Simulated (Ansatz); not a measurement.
# Pd (Palladium): the cost of one run

Method: DFT LDA, frozen-core PAW, scalar-relativistic unless said, in Ansatz 0.2.0.

### 1 Starting point

The structure is cubic, space group Fm-3m (No. 225). The conventional cell has a = 3.893 Å, b = 3.893 Å, c = 3.893 Å, α = 90.00°, β = 90.00°, γ = 90.00°. Pd (site symmetry m-3m) is surrounded by 12 Pd at 2.75 Å.

Coordinates:

```
CELL_PARAMETERS angstrom
0.00000 1.94650 1.94650
1.94650 0.00000 1.94650
1.94650 1.94650 0.00000
ATOMIC_POSITIONS crystal
Pd 0.00000 0.00000 0.00000
```

Cartesian axes are those of the input's lattice vectors. The structure goes back to a database entry.

### 2 Cell and atoms relaxed, PAW

input.yaml reads:

```yaml
crystal:
  lattice:
    - [0.0, 1.9465, 1.9465]
    - [1.9465, 0.0, 1.9465]
    - [1.9465, 1.9465, 0.0]
  atoms:
    - { symbol: Pd, position: [0.0, 0.0, 0.0] }
kpoints:
  mp_grid: { grid: [24, 24, 24] }
scf:
  occupations: { method: fermi_dirac, width: 0.1 }
hamiltonian:
  xc: lda
  pseudopotentials: { kind: paw }
relax:
  f_tol: 0.002
  max_steps: 80
  cell: {}
output:
  forces: true
  stress: true
```

Launch:

```console
$ ansatz run input.yaml --threads 1 --pin off --max-ram 3072MiB --backend cpu --events-out ev --progress --plain --runs-dir out
```

Q: Estimate wall time and peak memory on 1 thread of Intel Xeon 6975P-C (Granite Rapids), shared host.

About 9.1 s, with a peak of 0.41 GiB.
